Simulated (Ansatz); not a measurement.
**H₄NO₂SV: a ladder of functionals and wavefunction methods**

One table from this session's results is given with a row withheld; the runs are named, their logs left out.

Program: Ansatz 0.2.0, Gaussian basis. Level of theory: functionals in def2-TZVPP, the program's frozen cores in correlated methods. These are calculated values, not measurements.

Levels to be run: LDA (SPW92), PBE-D4, revPBE-D4, BLYP-D4, r2SCAN-D4, B97M-V, PBE0-D4, B3LYP-D4, r2SCANh-D4, r2SCAN0-D4, HSE06-D4, BHLYP-D4, CAM-B3LYP-D4, LC-ωPBE, ωB97X-V, ωB97M-V, B2PLYP, PBE-QIDH; CCSD(T)/def2-SVP; CCSD(T)/def2-TZVPP; MP2/def2-QZVPP; extrapolation to the limit; RPA on PBE.

## Structure used throughout

The geometry comes from an earlier relaxation with PBE0-D4 in a triple-zeta def2 set; it is a stationary point, not always the lowest conformer.

SMILES `[NH2][V]([OH])([OH])=[S]`, 9 atoms, charge 0, spin multiplicity 1.

Atoms are counted from 1 here; the program's logs count them from 0.

Bond lengths: N1–V2 1.816 Å, N1–H6 1.012 Å, N1–H7 1.007 Å, V2–O3 1.762 Å, V2–O4 1.762 Å, V2–S5 2.001 Å, O3–H8 0.960 Å, O4–H9 0.960 Å. Angles: V2–N1–H6 120.0°, V2–N1–H7 127.4°, H6–N1–H7 112.6°, N1–V2–O3 109.5°, N1–V2–O4 109.4°, N1–V2–S5 106.0°, O3–V2–O4 107.3°, O3–V2–S5 112.3°, O4–V2–S5 112.3°, V2–O3–H8 122.8°, V2–O4–H9 122.8°.

Set-up of the first run:

in.yaml reads:

```yaml
crystal:
  periodic: [false, false, false]
  atoms:
    - {symbol: N, position_ang: [-0.648227, 0.400292, -1.291553]}
    - {symbol: V, position_ang: [0.216804, -0.023761, 0.247330]}
    - {symbol: O, position_ang: [0.647582, -1.731738, 0.226654]}
    - {symbol: O, position_ang: [-0.865406, 0.225553, 1.614733]}
    - {symbol: S, position_ang: [1.824318, 1.165386, 0.323036]}
    - {symbol: H, position_ang: [-1.503700, -0.079181, -1.539556]}
    - {symbol: H, position_ang: [-0.380076, 1.090368, -1.973573]}
    - {symbol: H, position_ang: [1.552872, -2.038944, 0.135489]}
    - {symbol: H, position_ang: [-0.755667, 0.945825, 2.240340]}
basis:
  gaussian: {orbitals: def2-TZVPP}
hamiltonian: {xc: lda}
output: {orbitals: {seedname: orbitals}}
```

On the command line:

```bash
$ ansatz run in.yaml --threads 4 --pin off --events-out ev --progress --plain --max-ram 10444MiB
```

Among the steps run: LDA; PBE-D4 (GGA); revPBE-D4 (GGA); BLYP-D4 (GGA); r2SCAN-D4 (meta-GGA); B97M-V (meta-GGA); PBE0-D4 (hybrid); B3LYP-D4 (hybrid); r2SCANh-D4 (hybrid); r2SCAN0-D4 (hybrid); HSE06-D4 (hybrid); BHLYP-D4 (hybrid); CAM-B3LYP-D4 (range-separated); LC-ωPBE (range-separated); ωB97X-V (range-separated); ωB97M-V (range-separated); B2PLYP (double hybrid); PBE-QIDH (double hybrid).

One table of the session follows, with a row left open; its other results are not shown here.

It belongs to the step «Orbital energies across the functionals». 

| functional | HOMO (eV) | LUMO (eV) | gap (eV) |
| --- | --- | --- | --- |
| LDA (SPW92) | -6.54 | -3.65 | 2.90 |
| PBE-D4 | -6.36 | -3.45 | 2.91 |
| revPBE-D4 | -6.29 | -3.38 | 2.91 |
| BLYP-D4 | -6.23 | -3.34 | 2.89 |
| r2SCAN-D4 | -6.68 | -3.47 | 3.21 |
| B97M-V | -6.73 | -3.45 | 3.28 |
| PBE0-D4 | -7.74 | -2.66 | 5.08 |
| B3LYP-D4 | -7.50 | -2.88 | 4.62 |
| r2SCANh-D4 | -7.20 | -3.16 | 4.04 |
| r2SCAN0-D4 | -7.96 | -2.66 | 5.30 |
| HSE06-D4 | -7.34 | -3.04 | 4.30 |
| BHLYP-D4 | -8.92 | -1.69 | 7.24 |
| CAM-B3LYP-D4 | ? | ? | ? |
| LC-ωPBE | -10.46 | -0.55 | 9.91 |
| ωB97X-V | -10.10 | -0.55 | 9.55 |
| ωB97M-V | -9.98 | -0.52 | 9.46 |

**Question.** Estimate the row for CAM-B3LYP-D4.

**Answer.** HOMO (eV): -9.10; LUMO (eV): -1.59; gap (eV): 7.51. In the column «HOMO (eV)» it lies between ωB97M-V (-9.98) and BHLYP-D4 (-8.92).
